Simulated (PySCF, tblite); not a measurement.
**C₃H₆FO₂S₂ radical: geometry, infrared bands and EPR parameters**

Aim: predict the infrared bands and EPR parameters of C₃H₆FO₂S₂ radical (`CS(=O)(=O)CS[CH]F`).

Computed with tblite 0.8.0 and PySCF 2.14.0, with density-fitted response routines of our own, on a single molecule in the gas phase. Atoms are numbered from 0 throughout.

### 1 The molecule as given

14 atoms, charge 0, multiplicity 2; geometry from: force field or distance geometry start.

Bonds of the start (Å): C0–S1 1.76, S1–O2 1.47, S1–O3 1.45, S1–C4 1.80, C4–S5 1.82, S5–C6 1.71, C6–F7 1.35, C0–H8 1.10, C0–H9 1.09, C0–H10 1.09, C4–H11 1.09, C4–H12 1.09, C6–H13 1.08.

### 2 Optimising the geometry with GFN2-xTB

The job: settings as JSON, then the geometry in Å.

```
{"job": {"kind": "relax", "xc": "GFN2-xTB", "basis": "xTB"}, "charge": 0, "multiplicity": 2}
C     -2.152200    -0.014600    -0.016300
S     -0.891700    -1.206300    -0.341900
O     -1.085000    -2.308600     0.603900
O     -0.861600    -1.459900    -1.768700
C      0.630800    -0.382800     0.150800
S      0.983900     1.183000    -0.716000
C      2.494100     1.571300    -0.009700
F      3.030400     0.862900     1.009000
H     -3.121300    -0.498100    -0.180500
H     -2.054000     0.827600    -0.697100
H     -2.088200     0.315300     1.020900
H      0.563000    -0.209100     1.223700
H      1.433500    -1.095100    -0.036800
H      3.117600     2.413900    -0.273500
```

The run is started by

```console
$ OMP_NUM_THREADS=1 python probes_run.py task.json out
```

The driver reads the jobs from task.json and runs them one after another.

**Question.** This job is followed by: GFN2-xTB harmonic vibrations, gas phase; UKS B3LYP, pcH-1 on C F H O S, non-relativistic, mean-field spin-orbit, GIAO. Predict these results of the whole session: strongest single infrared mode (GFN2-xTB); zero-point energy (GFN2-xTB); g(iso) (B3LYP); ⟨S²⟩; largest a(iso) (averaged by class); potential on the surface of density 0.002 e/bohr³, 1st and 99th percentile.

As calculated:

```
                                                                  quantity                  value
                                 strongest single infrared mode (GFN2-xTB)  1276 cm⁻¹, 460 km/mol
                                              zero-point energy (GFN2-xTB)          56.2 kcal/mol
                                                            g(iso) (B3LYP)                2.00466
                                                                      ⟨S²⟩     0.754 (exact 0.75)
                                        largest a(iso) (averaged by class)   13C on C6, 276.0 MHz
potential on the surface of density 0.002 e/bohr³, 1st and 99th percentile     -1.62 V and 1.65 V
```

What this shows: Over 42 steps the energy fell by 0.231 eV; of the close pairs, C0–S1 changed most, 1.765 to 1.810 Å. The lowest mode is slightly imaginary (16i cm⁻¹), a soft motion within the noise of the Hessian, so the minimum is not strictly shown. The strongest single mode, at 1276 cm⁻¹, is spread over several atoms, S1, O3, O2 among them. Unscaled tight-binding wavenumbers are off by several per cent, some by more. Its intensities can rank the bands wrongly. C6 carries the largest spin population, 0.80 e. The isotropic g lies 2.3 ppt above the free-electron value. These values are for one conformer; the search (at its own cheap level) found 2 more, at 0.13, 1.27 kcal/mol, and measured spectra average over such forms.
